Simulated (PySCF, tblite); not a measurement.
# C4H7F2O2Si radical: geometry, infrared bands and EPR parameters

Aim: predict the infrared bands and EPR parameters of C4H7F2O2Si radical (`O=[C][C@]([SiH3])(CF)OCF`).

The runs use tblite 0.8.0 and PySCF 2.14.0, with density-fitted response routines of our own; the level of theory stands in each step. All values are computed, except where a source is named. Atoms are numbered from 0 throughout.

**1. Starting geometry**

16 atoms, charge 0, multiplicity 2; geometry from: force field or distance geometry start.

Bonds of the start (Å): O0–C1 1.21, C1–C2 1.50, C2–Si3 1.90, C2–C4 1.51, C4–F5 1.35, C2–O6 1.36, O6–C7 1.38, C7–F8 1.41, Si3–H9 1.50, Si3–H10 1.46, Si3–H11 1.46, C4–H12 1.12, C4–H13 1.12, C7–H14 1.13, C7–H15 1.09.

**2. Relaxing the molecule with GFN2-xTB**

The job: settings as JSON, then the geometry in Å.

```
{"job": {"kind": "relax", "xc": "GFN2-xTB", "basis": "xTB"}, "charge": 0, "multiplicity": 2}
O     -0.089900     1.180600    -2.296800
C      0.193600     1.241300    -1.121500
C     -0.123500     0.136400    -0.154000
Si    -1.822800    -0.519200    -0.684500
C     -0.378100     0.716300     1.217300
F      0.664700     1.394800     1.751000
O      0.772100    -0.883000    -0.217000
C      2.082000    -0.569600     0.080100
F      2.809400    -1.769400    -0.043400
H     -2.338900    -1.219100     0.540000
H     -1.736900    -1.484300    -1.775800
H     -2.689600     0.621500    -0.951800
H     -1.294400     1.363000     1.143200
H     -0.627500    -0.129900     1.906500
H      2.108900    -0.281900     1.170100
H      2.463500     0.211500    -0.574900
```

Started as:

```bash
> OMP_NUM_THREADS=1 python probes_run.py task.json out
```

The driver reads the jobs from task.json and runs them one after another.

**Question.** This job is followed by: GFN2-xTB harmonic vibrations, gas phase; UKS B3LYP, pcH-1 on C F H O Si, non-relativistic, mean-field spin-orbit, GIAO. Predict these results of the whole session: strongest single infrared mode (GFN2-xTB); zero-point energy (GFN2-xTB); g(iso) (B3LYP); ⟨S²⟩; largest a(iso) (averaged by class); potential on the surface of density 0.002 e/bohr³, 1st and 99th percentile.

**Answer**, as computed:

| quantity | value |
| --- | --- |
| strongest single infrared mode (GFN2-xTB) | 1894 cm⁻¹, 370 km/mol |
| zero-point energy (GFN2-xTB) | 62.9 kcal/mol |
| g(iso) (B3LYP) | 2.00086 |
| ⟨S²⟩ | 0.753 (exact 0.75) |
| largest a(iso) (averaged by class) | 13C on C1, 290.9 MHz |
| potential on the surface of density 0.002 e/bohr³, 1st and 99th percentile | -1.43 V and 1.80 V |

What this shows: Over 178 steps the energy fell by 0.708 eV; of the close pairs, C2–O6 changed most, 1.358 to 1.457 Å. No mode is imaginary among the 42: a minimum at this level. The strongest single mode, at 1894 cm⁻¹, moves mainly C1 and O0. Unscaled tight-binding wavenumbers are off by several per cent, some by more. Its intensities can rank the bands wrongly. The largest share of the spin, 0.61 e, sits on C1. The isotropic g lies 1.5 ppt below the free-electron value. These values are for one conformer; the search (at its own cheap level) found 2 more, at 0.27, 0.46 kcal/mol, and measured spectra average over such forms.
